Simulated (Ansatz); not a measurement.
This script drives the Ansatz DFT code, driven from Python.

`bh7opsi_torsion.py`
```python
"""Energy of BH7OPSi(+) as one group turns about a bond."""

import logging
import sys

import ansatz
from ase import Atoms

logging.basicConfig(stream=sys.stdout, format="%(levelname)s:%(name)s:%(message)s")
logger = logging.getLogger("calc")
logger.setLevel(logging.INFO)

atoms = Atoms(["B", "P", "Si", "O", "H", "H", "H", "H", "H", "H", "H"], positions=[
    (2.0403, -0.502, 0.2631),
    (0.5406, 0.633, 0.3471),
    (-1.2221, -0.471, -0.2441),
    (-2.5943, 0.5568, -0.1688),
    (2.0746, -1.483, 0.9197),
    (2.9411, -0.2376, -0.4533),
    (0.725, 1.7229, -0.5244),
    (0.3797, 1.1033, 1.664),
    (-1.4114, -1.6094, 0.6668),
    (-1.0509, -0.9661, -1.6182),
    (-2.4227, 1.253, -0.8518),
])

# start the scan from a relaxed geometry
first = (
    ansatz.Crystal.molecule_from_ase(atoms).calculation()
    .basis(gaussian="def2-SVP")
    .functional("b3lyp")
    .charge(1)
    .relax(force_tolerance=0.02, max_steps=80)
)
atoms.positions = first.run().report["positions_ang"]

start = atoms.get_dihedral(1, 2, 3, 10)
energies = {}
for turn in range(0, 360, 40):
    turned = atoms.copy()
    turned.set_dihedral(1, 2, 3, 10, start + turn, indices=[3, 10])
    model = (
        ansatz.Crystal.molecule_from_ase(turned).calculation()
        .basis(gaussian="def2-SVP")
        .functional("b3lyp")
        .charge(1)
    )
    energies[round((start + turn) % 360)] = model.run().report["free_energy_ev"]
floor = min(energies.values())
logger.info("dihedral P1-Si2-O3-H10 (deg)   E - E(min) (eV)")
for angle, e in sorted(energies.items()):
    logger.info(f"{angle:8d} {(e - floor):14.3f}  " + "#" * int(30 * (e - floor) / max(max(energies.values()) - floor, 1e-9)))
```

It is started by `python bh7opsi_torsion.py`. Estimate its wall time and peak memory on 1 thread of Arm Neoverse V2 (shared host).

It took about 64 s, with a peak of 0.28 GiB, for 10 runs of the engine.

```console
$ python bh7opsi_torsion.py
INFO:calc:dihedral P1-Si2-O3-H10 (deg)   E - E(min) (eV)
INFO:calc:      21          0.178  ##########################
INFO:calc:      61          0.058  ########
INFO:calc:     101          0.000
INFO:calc:     141          0.039  #####
INFO:calc:     181          0.078  ###########
INFO:calc:     221          0.056  ########
INFO:calc:     261          0.038  #####
INFO:calc:     301          0.102  ###############
INFO:calc:     341          0.199  ##############################
```

What to keep in mind:
- The settings weren't tested for convergence.
- The scan is rigid and the energies are electronic, in a modest basis. With rigid groups the curve can differ much from the relaxed path, the start wasn't checked as a minimum of this torsion, and equivalent turns needn't return to the same energy.
- b3lyp holds the VWN-RPA fit, as in Gaussian; the form of ORCA and Turbomole is b3lyp5.

(Lines on the test bed's own set-up are left out of the output.)
